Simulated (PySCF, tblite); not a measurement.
**BH5O4Si2 (triplet), a small gas-phase stand-in for a defect centre: EPR parameters**

What EPR parameters should one expect for `OB(O)O[Si]O[SiH3]`? It is drawn as: twofold Si.

Computed with tblite 0.8.0 and PySCF 2.14.0; each step states its level. No surroundings beyond the atoms listed, unless a continuum is named. Atoms count from 0, parts from 1.

### Step 1. Starting point

12 atoms, charge 0, multiplicity 3; geometry: distance geometry start.

### Step 2. Relaxing the cluster with GFN2-xTB

The job: settings as JSON, then the geometry in Å.

```
{"job": {"kind": "relax", "xc": "GFN2-xTB", "basis": "xTB"}, "charge": 0, "multiplicity": 3}
Si    -0.223513    -0.760844    -0.169176
O     -1.247246     0.330731     0.674888
Si    -2.862550    -0.265945     0.574439
O      0.781181     0.190613    -1.153341
B      2.054966     0.263620    -0.448798
O      2.717035    -1.033253    -0.211030
O      2.968772     1.376523    -0.850038
H     -3.729641     0.903974     0.586042
H     -3.010334    -1.003516    -0.693014
H     -3.132213    -1.165765     1.715024
H      3.116362    -1.100166     0.679858
H      2.575450     2.236577    -0.690124
```

Method: GFN2-xTB geometry optimisation, gas phase.

Run with:

```console
OMP_NUM_THREADS=1 python cluster_run.py task.json out
```

The driver reads the jobs from task.json and runs them one after another.

**Question.** The jobs that follow are: PBE0-D3(BJ)/def2-SVP geometry optimisation, gas phase; UKS B3LYP, IGLO-III on B O Si, pcH-1 on H, non-relativistic, mean-field spin-orbit, GIAO; UKS BHandHLYP, IGLO-III on B O Si, pcH-1 on H, non-relativistic, mean-field spin-orbit, GIAO. Predict: point group; rotational constants (main isotopes); D, E (B3LYP); g(iso) (B3LYP); ⟨S²⟩; largest a(iso).

As calculated:

```
                            quantity                    value
                         point group                       C1
rotational constants (main isotopes)     5.85, 0.67, 0.62 GHz
                        D, E (B3LYP)        0.138, 0.022 cm⁻¹
                      g(iso) (B3LYP)                  2.00049
                                ⟨S²⟩       2.002 (exact 2.00)
                      largest a(iso)  29Si on Si0, -842.6 MHz
```

What this shows: The start of the PBE0/def2-SVP relaxation was shaken at random by about 0.01 Å, so part of the energy gained, and of the first lengths quoted, undoes that. The optimisation took 16 steps and gained 0.253 eV; among the close pairs (by a distance rule), Si2–H8 changed most, from 1.432 to 1.494 Å (PBE0/def2-SVP). Si0 carries the largest spin population, 1.81 e. The isotropic g lies 1.8 ppt below the free-electron value. The coupling of 29Si on Si0 runs from -890.3 (BHandHLYP/IGLO-III+pcH-1) to -842.6 MHz (B3LYP/IGLO-III+pcH-1). The triplet was assumed; the singlet may lie lower. A capped cluster stands for the solid here, so long-range fields and strain are missing, and bands or shifts of the capping hydrogens have no counterpart in it.
